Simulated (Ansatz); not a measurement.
Geometry optimisation, DFT PBE-D3(BJ), scalar-relativistic, plane waves, PAW (Ansatz).

input.yaml

```yaml
crystal:
  lattice:
    - [8.1, 0.0, 0.0]
    - [0.0, 8.1, 0.0]
    - [0.0, 0.0, 8.1]
  atoms:
    - { symbol: Al, position: [0.5, 0.0, 0.0] }
    - { symbol: Al, position: [0.75, 0.25, 0.0] }
    - { symbol: Al, position: [0.75, 0.0, 0.25] }
    - { symbol: Al, position: [0.0, 0.0, 0.0] }
    - { symbol: Al, position: [0.25, 0.25, 0.0] }
    - { symbol: Al, position: [0.5, 0.5, 0.0] }
    - { symbol: Al, position: [0.75, 0.75, 0.0] }
    - { symbol: Al, position: [0.25, 0.0, 0.25] }
    - { symbol: Al, position: [0.5, 0.25, 0.25] }
    - { symbol: Al, position: [0.75, 0.5, 0.25] }
    - { symbol: Al, position: [0.5, 0.0, 0.5] }
    - { symbol: Al, position: [0.75, 0.25, 0.5] }
    - { symbol: Al, position: [0.75, 0.0, 0.75] }
    - { symbol: Al, position: [0.0, 0.5, 0.0] }
    - { symbol: Al, position: [0.25, 0.75, 0.0] }
    - { symbol: Al, position: [0.0, 0.25, 0.25] }
    - { symbol: Al, position: [0.25, 0.5, 0.25] }
    - { symbol: Al, position: [0.5, 0.75, 0.25] }
    - { symbol: Al, position: [0.0, 0.0, 0.5] }
    - { symbol: Al, position: [0.25, 0.25, 0.5] }
    - { symbol: Al, position: [0.5, 0.5, 0.5] }
    - { symbol: Al, position: [0.75, 0.75, 0.5] }
    - { symbol: Al, position: [0.25, 0.0, 0.75] }
    - { symbol: Al, position: [0.5, 0.25, 0.75] }
    - { symbol: Al, position: [0.75, 0.5, 0.75] }
    - { symbol: Al, position: [0.0, 0.75, 0.25] }
    - { symbol: Al, position: [0.0, 0.5, 0.5] }
    - { symbol: Al, position: [0.25, 0.75, 0.5] }
    - { symbol: Al, position: [0.0, 0.25, 0.75] }
    - { symbol: Al, position: [0.25, 0.5, 0.75] }
    - { symbol: Al, position: [0.5, 0.75, 0.75] }
    - { symbol: Al, position: [0.0, 0.75, 0.75] }
    - { symbol: Al, position: [-0.0112476, 0.5049107, 0.2502623] }
basis:
  ecutwfc: 420.0
kpoints:
  mp_grid: { grid: [3, 3, 3] }
hamiltonian:
  xc: pbe
  dispersion: d3bj
scf:
  occupations: { method: gaussian, width: 0.05 }
  lower_state_search: "off"
relax:
  f_tol: 0.03
  max_steps: 60
  adjacent_minimum: "off"
```

Command:

```bash
$ ansatz run input.yaml --threads 4 --pin off --max-ram 10240MiB --backend cpu --events-out ev --progress --plain --runs-dir out
```

Q: Where does it end, and by what steps?

A: It converged. The force dipped under the threshold on the way, but the program's further checks kept it going. Limits of this set-up: coarse k mesh, a small cell, in which the defect meets its images. After 5 steps the energy has fallen by 8.223 eV; Al10 moved furthest, 0.53 Å. The start is strongly strained (largest force component 10 eV/Å).

```
step  energy less start (eV)  largest force component (eV/Å)  accepted
   0                  0.0000                           9.814       yes
   1                 -5.6099                           3.987       yes
   2                 -7.9160                           1.170       yes
   3                 -8.2220                           0.027       yes
   4                 -8.2220                           0.027       yes
   5                 -8.2226                           0.012       yes
```

```xyz
33
Lattice="8.1000 0.0000 0.0000 0.0000 8.1000 0.0000 0.0000 0.0000 8.1000" Properties=species:S:1:pos:R:3
Al 4.061 0.001 -0.041
Al 6.102 2.059 0.033
Al 5.964 0.002 2.025
Al -0.005 0.002 -0.118
Al 2.011 2.036 0.010
Al 4.032 4.051 -0.120
Al 6.103 6.042 0.034
Al 2.149 0.002 2.025
Al 4.032 1.906 2.025
Al 5.546 4.050 2.024
Al 4.061 0.001 4.090
Al 6.104 2.061 4.016
Al 6.039 0.001 6.074
Al 0.021 4.050 -0.458
Al 2.010 6.066 0.011
Al 0.021 1.567 2.024
Al 2.425 4.050 2.024
Al 4.032 6.196 2.025
Al -0.005 0.002 4.167
Al 2.009 2.037 4.040
Al 4.032 4.051 4.169
Al 6.105 6.041 4.015
Al 2.069 0.001 6.074
Al 4.061 1.985 6.074
Al 5.964 4.051 6.076
Al 0.021 6.541 2.024
Al 0.021 4.050 4.516
Al 2.008 6.065 4.039
Al -0.005 1.908 6.076
Al 2.149 4.051 6.076
Al 4.061 6.116 6.074
Al -0.005 6.194 6.076
Al -0.088 4.055 2.030
```

Time of the run: 39 s on 4 threads of Intel(R) Xeon(R) Platinum 8488C (Sapphire Rapids), on a shared host, peak memory 1.4 GiB.
